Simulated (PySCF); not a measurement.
# C2H4F3NSi: the cost of one run

Computed with PySCF 2.14.0, with density-fitted response routines of our own, on a single molecule in the gas phase. Atoms are numbered from 0 throughout.

## (1) The starting structure

11 atoms, charge 0, multiplicity 1; geometry from: GFN2-xTB.

Bonds of the start (Å): F0–C1 1.33, C1–F2 1.35, C1–F3 1.35, C1–C4 1.52, C4–N5 1.24, N5–Si6 1.73, C4–H7 1.10, Si6–H8 1.47, Si6–H9 1.46, Si6–H10 1.46.

## (2) TDDFT and polarisability: CAM-B3LYP/def2-SVPD

What the job is given:

```
{"job": {"kind": "uv", "xc": "CAM-B3LYP", "basis": "def2-SVPD", "nstates": 8, "ntriplets": 3}, "charge": 0, "multiplicity": 1}
F     -1.939719     1.438322    -0.607571
C     -1.940514     0.193200    -0.140088
F     -2.604267    -0.566699    -1.029740
F     -2.678488     0.189441     0.984425
C     -0.552724    -0.367527     0.121421
N      0.455876     0.314246    -0.107297
Si     2.161587     0.060777     0.045374
H     -0.588924    -1.390601     0.513450
H      2.550986    -1.252809     0.565997
H      2.607321     0.249573    -1.329406
H      2.534290     1.134748     0.957471
```

Level: TDDFT CAM-B3LYP/def2-SVPD, vertical, gas phase, core orbitals frozen in the response.

Started as:

```
$ OMP_NUM_THREADS=1 python probes_run.py task.json out
```

This one command runs all jobs of the session in turn.

Q: Estimate the wall time and peak memory of this first job on 1 thread of Arm Neoverse V2, shared host.

About 64 s, with a peak of 0.78 GiB.
